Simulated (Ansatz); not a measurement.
# AgTlS2: the cell at several levels of theory

One table from this session's results is given with a row withheld; the runs are named, their logs left out.

The runs shown are made with Ansatz 0.2.0. PAW datasets, plane waves, zero pressure. (Calculated; spin-unpolarised; the phase may be known or hypothetical.)

## The system as given

This is the cell as the run starts from it, not yet at rest; its lengths are not the crystal's.

The symmetry is P-4m2 (No. 115, tetragonal); conventional cell a = 3.964 Å, c = 5.606 Å, 22.02 Å³ an atom. Around Ag lie 4 S at 2.43 Å; around S lie 2 Ag at 2.43 Å and 2 Tl at 2.43 Å; around Tl lie 4 S at 2.43 Å.

The structure in full:

```cif
data_structure
_symmetry_space_group_name_H-M 'P-4m2'
_symmetry_Int_Tables_number 115
_cell_length_a 3.9642
_cell_length_b 3.9642
_cell_length_c 5.6062
_cell_angle_alpha 90.000
_cell_angle_beta 90.000
_cell_angle_gamma 90.000
_cell_volume 88.10
loop_
_atom_site_label
_atom_site_type_symbol
_atom_site_symmetry_multiplicity
_atom_site_Wyckoff_symbol
_atom_site_fract_x
_atom_site_fract_y
_atom_site_fract_z
_atom_site_occupancy
Ag1 Ag 1 a 0.00000 0.00000 0.00000 1
S1 S 2 g 0.00000 0.50000 0.25000 1
Tl1 Tl 1 c 0.50000 0.50000 0.50000 1
```

The first run:

File input.yaml:

```yaml
crystal:
  lattice:
    - [3.9641725501, 0.0, 0.0]
    - [0.0, 3.9641725501, 0.0]
    - [0.0, 0.0, 5.6061865839]
  atoms:
    - { symbol: Ag, position: [0.0, 0.0, 0.0] }
    - { symbol: S, position: [0.0, 0.5, 0.25] }
    - { symbol: Tl, position: [0.5, 0.5, 0.5] }
    - { symbol: S, position: [0.5, 0.0, 0.75] }
kpoints:
  mp_grid: { grid: [6, 6, 4] }
hamiltonian:
  xc: pbe
scf:
  occupations: { method: fermi_dirac, width: 0.02 }
relax:
  f_tol: 0.005
  cell: {}
output:
  write_density: true
  write_potential: true
  elf: true
  volumetric_format: npy
```

Command:

```bash
$ ansatz run input.yaml --threads 2 --pin off --max-ram 2211MiB --backend cpu --events-out ev --progress --plain --runs-dir out
```

Among the steps run: Relaxation with PBE; Relaxing with r2SCAN; Relaxing with PBEsol; Relaxing with LDA; Relaxing with HSE06.

One table of the session follows, with a row left open; its other results are not shown here.

It belongs to the step «The cells side by side». 

| level | a (Å) | c (Å) | volume (Å³/atom) |
| --- | --- | --- | --- |
| PBE | 4.203 | 5.993 | 26.466 |
| r2SCAN | 4.138 | 6.002 | 25.700 |
| PBEsol | ? | ? | ? |
| LDA | 4.083 | 5.772 | 24.050 |
| HSE06 | 4.129 | 6.047 | 25.771 |

**Question.** Estimate the row for PBEsol.

As computed: a (Å): 4.123; c (Å): 5.859; volume (Å³/atom): 24.897. In the column «a (Å)» it lies between LDA (4.083) and HSE06 (4.129).

The volume runs from LDA (least) to PBE (most), a spread of 10.0 %, or 3.2 % in length if all axes shared it alike. The meshes differ: PBE 6×6×4, r2SCAN 6×6×4, PBEsol 6×6×4, LDA 6×6×4, HSE06 4×4×4.
